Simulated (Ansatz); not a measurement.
# Ba3Fe: the cost of one run

Program: Ansatz 0.2.0. Level of theory: DFT PBE, scalar-relativistic, plane waves, PAW. These are calculated values, not measurements.

1 further run of the same task is left out (it didn't finish).

### Step 1. The system as given

The structure is cubic, space group Pm-3m (No. 221). The conventional cell has a = 4.947 Å, b = 4.947 Å, c = 4.947 Å, α = 90.00°, β = 90.00°, γ = 90.00°. Around Ba (site symmetry 4/mmm) lie 8 Ba at 3.50 Å and 4 Fe at 3.50 Å. Around Fe (site symmetry m-3m) lie 12 Ba at 3.50 Å.

Structure file:

```
CELL_PARAMETERS angstrom
4.94691 0.00000 0.00000
0.00000 4.94691 0.00000
0.00000 0.00000 4.94691
ATOMIC_POSITIONS crystal
Ba 0.00000 0.50000 0.50000
Ba 0.50000 0.00000 0.50000
Ba 0.50000 0.50000 0.00000
Fe 0.00000 0.00000 0.00000
```

This is candidate A: Cu3Au (L1_2) type (Pm-3m, No. 221).

(A quick probe on a coarse mesh, which set the mesh and smearing, is not shown.)

### Step 3. A loose first relaxation (candidate A)

input.yaml

```yaml
crystal:
  lattice:
    - [4.9469086381, 0.0, 0.0]
    - [0.0, 4.9469086381, 0.0]
    - [0.0, 0.0, 4.9469086381]
  atoms:
    - { symbol: Ba, position: [0.0, 0.5, 0.5], spin: -0.3 }
    - { symbol: Ba, position: [0.5, 0.0, 0.5], spin: -0.3 }
    - { symbol: Ba, position: [0.5, 0.5, 0.0], spin: -0.3 }
    - { symbol: Fe, position: [0.0, 0.0, 0.0], spin: 2.96 }
basis:
  ecutwfc: 420
kpoints:
  mp_grid: { grid: [4, 4, 4] }
hamiltonian:
  xc: pbe
scf:
  occupations: { method: gaussian, width: 0.1 }
  lower_state_search: "off"
output:
  forces: true
  stress: true
  eigenvalues: true
  populations: true
magnetization:
  spin_polarized: true
relax:
  adjacent_minimum: "off"
  f_tol: 0.04
  max_steps: 70
  cell: { stress_tol: 0.4 }
```

Launch:

```sh
$ ansatz run input.yaml --threads 1 --pin off --max-ram 2560MiB --backend cpu --events-out ev --progress --plain --runs-dir out
```

Q: Estimate wall time and peak memory on 1 thread of Arm Neoverse V2, shared host.

About 93 s, with a peak of 0.47 GiB.
